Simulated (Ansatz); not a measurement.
# InF₃: a ladder of functionals and wavefunction methods

The task here is to estimate one member of a computed series from the others.

Method: functionals in def2-TZVPP, the program's frozen cores in correlated methods; program: Ansatz 0.2.0, Gaussian basis.

Levels to be run: LDA (SPW92), PBE-D4, revPBE-D4, BLYP-D4, r2SCAN-D4, B97M-V, PBE0-D4, B3LYP-D4, r2SCANh-D4, r2SCAN0-D4, HSE06-D4, BHLYP-D4, CAM-B3LYP-D4, LC-ωPBE, ωB97X-V, ωB97M-V, B2PLYP, PBE-QIDH; CCSD(T)/def2-SVP; CCSD(T)/def2-TZVPP; CCSD(T)/def2-QZVPP; extrapolation to the limit; RPA on PBE.

1 further run of the same task is left out (it didn't finish).

## The relaxed structure

All runs share one geometry, relaxed beforehand with PBE0-D4 in a triple-zeta def2 set. In takes the def2 core potential; no spin-orbit term is included.

SMILES `[F][In]([F])[F]`, 4 atoms, charge 0, spin multiplicity 1.

Atoms are counted from 1 here; the program's logs count them from 0.

Bond lengths: F1–In2 1.918 Å, In2–F3 1.918 Å, In2–F4 1.918 Å. Angles: F1–In2–F3 120.0°, F1–In2–F4 120.0°, F3–In2–F4 120.0°.

Set-up of the first run:

Input file in.yaml:

```yaml
crystal:
  periodic: [false, false, false]
  atoms:
    - {symbol: F, position_ang: [-1.305657, -0.375485, 1.339823]}
    - {symbol: In, position_ang: [0.013932, -0.015074, -0.005127]}
    - {symbol: F, position_ang: [1.768078, -0.777134, 0.143748]}
    - {symbol: F, position_ang: [-0.420952, 1.107392, -1.498744]}
basis:
  gaussian: {orbitals: def2-TZVPP}
hamiltonian: {xc: lda}
output: {orbitals: {seedname: orbitals}}
```

Command:

```
$ ansatz run in.yaml --threads 2 --pin off --events-out ev --progress --plain --max-ram 32768MiB --backend cpu
```

Steps of the session up to this table: LDA; PBE-D4 (GGA); revPBE-D4 (GGA); BLYP-D4 (GGA); r2SCAN-D4 (meta-GGA); B97M-V (meta-GGA); B3LYP-D4 (hybrid); r2SCANh-D4 (hybrid); r2SCAN0-D4 (hybrid); HSE06-D4 (hybrid); BHLYP-D4 (hybrid); CAM-B3LYP-D4 (range-separated); LC-ωPBE (range-separated); ωB97X-V (range-separated); ωB97M-V (range-separated); B2PLYP (double hybrid); PBE-QIDH (double hybrid).

One of the session's tables, all rows but one given; the rest of the session is left out.

It belongs to the step «Orbital energies across the functionals». 

```
  functional  HOMO (eV)  LUMO (eV)  gap (eV)
 LDA (SPW92)      -9.50      -4.78      4.72
      PBE-D4      -9.18      -4.36      4.82
   revPBE-D4      -9.07      -4.19      4.88
     BLYP-D4      -9.14      -4.39      4.75
   r2SCAN-D4      -9.62      -4.13      5.49
      B97M-V      -9.72      -4.24      5.48
     PBE0-D4     -11.14      -3.42      7.73
    B3LYP-D4     -10.87      -3.83      7.05
  r2SCANh-D4          ?          ?         ?
  r2SCAN0-D4     -11.48      -3.28      8.20
    HSE06-D4     -10.73      -3.79      6.94
    BHLYP-D4     -13.09      -2.60     10.49
CAM-B3LYP-D4     -12.72      -2.50     10.22
     LC-ωPBE     -13.97      -1.01     12.96
     ωB97X-V     -13.66      -1.20     12.45
     ωB97M-V     -13.63      -1.37     12.26
```

Q: Estimate the row for r2SCANh-D4 from the others.

Worked estimate for «HOMO (eV)». Against the share of exact exchange, r2SCAN-D4 (0, -9.62), r2SCAN0-D4 (0.25, -11.48) give a slope of -7.44 per unit share; at 0.1 the line stands at -10.36.

As computed: HOMO (eV): -10.36; LUMO (eV): -3.79; gap (eV): 6.57. In «HOMO (eV)» the line misses by 0.00.
